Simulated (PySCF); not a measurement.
# ErH18O9 (Er(H2O)93+): the cost of one run

The runs use PySCF 2.14.0; several levels, as the steps say, no spin–orbit coupling.

1 further run of the same task is left out (for a known fault of the program). Runs told in other sessions of the task aren't counted.

## (1) Where the work starts

28 atoms, charge 3, spin multiplicity 1.

Bond lengths: Er1–O2 2.437 Å, Er1–O5 2.437 Å, Er1–O8 2.437 Å, Er1–O11 2.437 Å, Er1–O14 2.437 Å, Er1–O17 2.437 Å, Er1–O20 2.485 Å, Er1–O23 2.485 Å, Er1–O26 2.485 Å, O2–H3 0.982 Å, O2–H4 0.981 Å, O5–H6 0.982 Å, O5–H7 0.981 Å, O8–H9 0.982 Å, O8–H10 0.981 Å, O11–H12 0.981 Å, O11–H13 0.982 Å, O14–H15 0.981 Å and more. Angles: O2–Er1–O5 75.3°, O2–Er1–O8 75.3°, O2–Er1–O11 90.3°, O2–Er1–O14 138.5°, O2–Er1–O17 138.9°, O2–Er1–O20 69.2°, O2–Er1–O23 134.9°, O2–Er1–O26 69.5°, O5–Er1–O8 75.3°, O5–Er1–O11 138.9°, O5–Er1–O14 90.3°, O5–Er1–O17 138.5°, O5–Er1–O20 69.5°, O5–Er1–O23 69.2°, O5–Er1–O26 134.9°, O8–Er1–O11 138.5°, O8–Er1–O14 138.9°, O8–Er1–O17 90.3° and more.

As a file:

```xyz
28
ErH18O9
Er    0.0000    0.0000    0.0000
O     1.7192    0.0053    1.7274
H     1.7834   -0.5207    2.5536
H     2.4615    0.6462    1.7676
O    -0.8642    1.4863    1.7274
H    -0.4408    1.8048    2.5536
H    -1.7904    1.8087    1.7676
O    -0.8550   -1.4916    1.7274
H    -1.3426   -1.2841    2.5536
H    -0.6712   -2.4548    1.7676
O     1.7192   -0.0053   -1.7274
H     2.4615   -0.6462   -1.7676
H     1.7834    0.5206   -2.5536
O    -0.8550    1.4916   -1.7274
H    -0.6712    2.4548   -1.7676
H    -1.3426    1.2841   -2.5536
O    -0.8643   -1.4862   -1.7274
H    -1.7904   -1.8087   -1.7676
H    -0.4408   -1.8048   -2.5536
O     1.2426    2.1522    0.0000
H     1.0357    2.9590    0.5191
H     2.0448    2.3764   -0.5191
O    -2.4852    0.0000    0.0000
H    -3.0804   -0.5826    0.5191
H    -3.0804    0.5826   -0.5191
O     1.2426   -2.1522    0.0000
H     2.0447   -2.3764    0.5191
H     1.0356   -2.9590   -0.5191
```

Formal oxidation states: Er +3. Each metal's 11 4f electrons lie in its core potential, so multiplicities, spins and levels count the valence alone. An earlier session relaxed this geometry at BP86, Er lcecp-1-SVP with ECP57, O def2-SVP, H def2-SVP (singlet, point group T).

At BP86 on the finer grid: E = -724.965187 Eh, HOMO -18.86 eV, LUMO -11.50 eV, Mulliken charge on Er1 +0.46 e, largest force component 0.010 eV/Å. 

Levels to run: TPSSh; PBE0; M06-L; HF. Hardware: 4 threads of Arm Neoverse N1, shared host.

## (2) TPSSh

run.py (the lines that set the calculation) reads:

```python
mol = gto.M(atom='''
Er     0.00000     0.00000     0.00000
O      1.71925     0.00532     1.72738
H      1.78338    -0.52067     2.55359
H      2.46155     0.64615     1.76765
O     -0.86423     1.48626     1.72738
H     -0.44078     1.80479     2.55359
H     -1.79035     1.80869     1.76765
O     -0.85502    -1.49157     1.72738
H     -1.34260    -1.28412     2.55359
H     -0.67120    -2.45484     1.76765
O      1.71925    -0.00535    -1.72738
H      2.46154    -0.64620    -1.76765
H      1.78339     0.52063    -2.55359
O     -0.85499     1.49159    -1.72738
H     -0.67115     2.45485    -1.76765
H     -1.34258     1.28415    -2.55359
O     -0.86426    -1.48624    -1.72738
H     -1.79039    -1.80866    -1.76765
H     -0.44081    -1.80478    -2.55359
O      1.24260     2.15220     0.00000
H      1.03566     2.95898     0.51911
H      2.04477     2.37636    -0.51911
O     -2.48516     0.00002     0.00000
H     -3.08038    -0.58258     0.51911
H     -3.08037     0.58264    -0.51911
O      1.24256    -2.15223     0.00000
H      2.04472    -2.37640     0.51911
H      1.03560    -2.95900    -0.51911''',
    basis={'Er': 'lcecp-1-SVP', 'O': 'def2-SVP', 'H': 'def2-SVP'},
    ecp={'Er': 'lcecp-1-SVP'},
    charge=3, spin=0)
mf = dft.RKS(mol, xc='TPSSH')
mf.grids.atom_grid = (75, 302)  # f atoms: unpruned, at least (60, 302)
mf = mf.density_fit()  # fitting sets: Er AutoAux, O def2-universal-JKFIT, H def2-universal-JKFIT
mf.conv_tol = 1e-08; mf.max_cycle = 55
mf.kernel(dm0)  # dm0: the density of the relaxed state
```

Started as:

```
$ OMP_NUM_THREADS=4 python run.py
```

**Question.** How long does this run take on 4 threads of Arm Neoverse N1, shared host?

About 10 min.
